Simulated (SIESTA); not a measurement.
As2S:

```
As S
1.0
    -3.50648    3.50648    2.48592
     3.50648   -3.50648    2.48592
     3.50648    3.50648   -2.48592
As S
4 2
Direct
  0.87500 0.12500 0.25000
  0.87500 0.62500 0.75000
  0.37500 0.12500 0.25000
  0.87500 0.12500 0.75000
  0.25000 0.75000 0.50000
  0.50000 0.50000 0.00000
```

The cell comes from a database or a generator and needn't be the stable form of this composition.

| Property | Result |
| --- | --- |
| Program | SIESTA 5.4.2 |
| Task | single point |
| Functional | PBE |
| Potentials or basis | PseudoDojo 0.4 standard (PBE files) |
| Basis | DZP (energy shift 0.003 Ry; two zetas on semicore shells) |
| Grid cutoff | 500 Ry |
| Energy shift | 0.003 Ry |
| k mesh | 7 × 7 × 7 |
| Occupations | fermi-dirac, width 0.05 eV |
| Spin | no spin polarisation |

On this cell: pressure 2.6 GPa; largest force under 0.003 eV/Å; band gap on the k mesh none (metal or under the smearing width).

The same run follows on a disturbed copy (atoms moved at random, drawn with an rms of 0.05 Å):

```
As S
1.0
    -3.50648    3.50648    2.48592
     3.50648   -3.50648    2.48592
     3.50648    3.50648   -2.48592
As S
4 2
Cartesian
  -1.7553 3.4774 1.8621
  1.7368 3.5258 1.8729
  -0.0311 1.7395 0.6384
  0.0081 5.2594 0.6484
  3.5194 -0.0007 1.2544
  -0.0028 0.0004 2.4266
```

Question: What changes?

Answer: The energy (extrapolated to zero smearing) moves by +4.0 meV/atom; pressure 2.7 GPa; largest force 0.489 eV/Å; band gap on the k mesh none (metal or under the smearing width).

Forces in eV/Å, atoms in the order of the input:
```
As   0.045  0.102  0.043
As  -0.004 -0.078  0.031
As   0.108  0.034 -0.127
As  -0.050 -0.024 -0.123
S   -0.095 -0.012 -0.311
S   -0.003 -0.022  0.489
```

Stress tensor (GPa, compression positive):
```
 1.68 -0.02 -0.18
-0.02  2.99 -0.03
-0.18 -0.03  3.43
```

Caveats: the basis of atomic orbitals isn't converged, which shifts pressures, moduli and gaps.
